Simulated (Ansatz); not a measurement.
# AlGeHO (triplet): the correlation ladder at a displaced geometry (v2), cc-pVDZ

How much of the correlation energy of AlGeHO (triplet) does each wave-function method recover here?

The runs use Ansatz 0.2.0, Gaussian basis; cc-pVDZ, core rule «outside noble gas», up to 20 orbitals frozen.

Plan: UHF; CCSD(T) on ROHF; CCSD(T) on UHF; BCCD(T) on ROHF; CISD as a restricted active space (open shells left free, so some higher excitations enter); CCSDT(Q) on ROHF; CCSDT(Q) on UHF.

24 further runs of the same task are left out: 6 that didn't finish, 18 set aside as unsound or not needed. Runs told in other sessions of the task aren't counted.

## Step 1: The system

The geometry is a PBE0/def2-TZVP stationary point (not a proven minimum) with its atoms shifted at random (size 0.100 Å). No spin-orbit coupling is included. The filled d shell of Ge may be among the frozen orbitals whatever the setting's name suggests.

4 atoms, charge 0, spin multiplicity 3.

Atoms are counted from 1 here; the program's logs count them from 0.

Bond lengths: Al1–Ge2 2.413 Å, Al1–O3 1.657 Å, O3–H4 0.971 Å. Angles: Ge2–Al1–O3 173.0°, Al1–O3–H4 171.7°.

As a file:

```xyz
4
AlGeHO
Al    0.0646    0.0237   -0.4670
Ge   -0.1003    0.0321   -2.8746
O    -0.0237   -0.0003    1.1879
H     0.0594   -0.0556    2.1537
```

## Step 2: UHF

in.yaml reads:

```yaml
crystal:
  periodic: [false, false, false]
  atoms:
    - {symbol: Al, position_ang: [0.064568, 0.023749, -0.466959]}
    - {symbol: Ge, position_ang: [-0.100306, 0.032123, -2.874565]}
    - {symbol: O, position_ang: [-0.023685, -0.000301, 1.187855]}
    - {symbol: H, position_ang: [0.059423, -0.055571, 2.153669]}
basis:
  gaussian: {orbitals: cc-pVDZ}
magnetization: {spin_polarized: true, initial_magnetization: 2}
hamiltonian: {xc: hf}
output: {orbitals: {seedname: orbitals}}
```

The run is started by

```sh
> ansatz run in.yaml --threads 1 --pin off --events-out ev --progress --plain --max-ram 2393MiB
```

After this run come: CCSD(T) on ROHF; CCSD(T) on UHF; BCCD(T) on ROHF; CISD as a restricted active space (open shells left free, so some higher excitations enter); CCSDT(Q) on ROHF; CCSDT(Q) on UHF.

**Question.** What will the summary of the whole plan be? Wanted: UCCSDT(Q) from the RHF energy; RMP2 from UCCSDT(Q); UMP2 from UCCSDT(Q); RCCSD from UCCSDT(Q); RCCSD(T) from UCCSDT(Q); UCCSD(T) from UCCSDT(Q); RCCSDT(Q) from UCCSDT(Q); T1 diagnostic.

**Answer**, as computed:

```
                         quantity                      value
    UCCSDT(Q) from the ROHF energy                 -9.0724 eV
              RMP2 from UCCSDT(Q)            +22.64 kcal/mol
              UMP2 from UCCSDT(Q)            +23.14 kcal/mol
             RCCSD from UCCSDT(Q)             +7.54 kcal/mol
          RCCSD(T) from UCCSDT(Q)             +1.63 kcal/mol
          UCCSD(T) from UCCSDT(Q)             +1.52 kcal/mol
         RCCSDT(Q) from UCCSDT(Q)             +0.18 kcal/mol
levels within 1 kcal/mol (43 meV)  RCCSDT, UCCSDT, RCCSDT(Q)
                    T1 diagnostic                      0.021
```

**Reading.** RCCSD(T) lands +1.63 kcal/mol from the yardstick (0.8 % of the correlation energy). These misses are within one basis, not against nature; the frozen cores of restricted and unrestricted runs differ, which can shift their rows.

With open shells the CI space here admits some higher excitations, so it is larger than plain CISD.
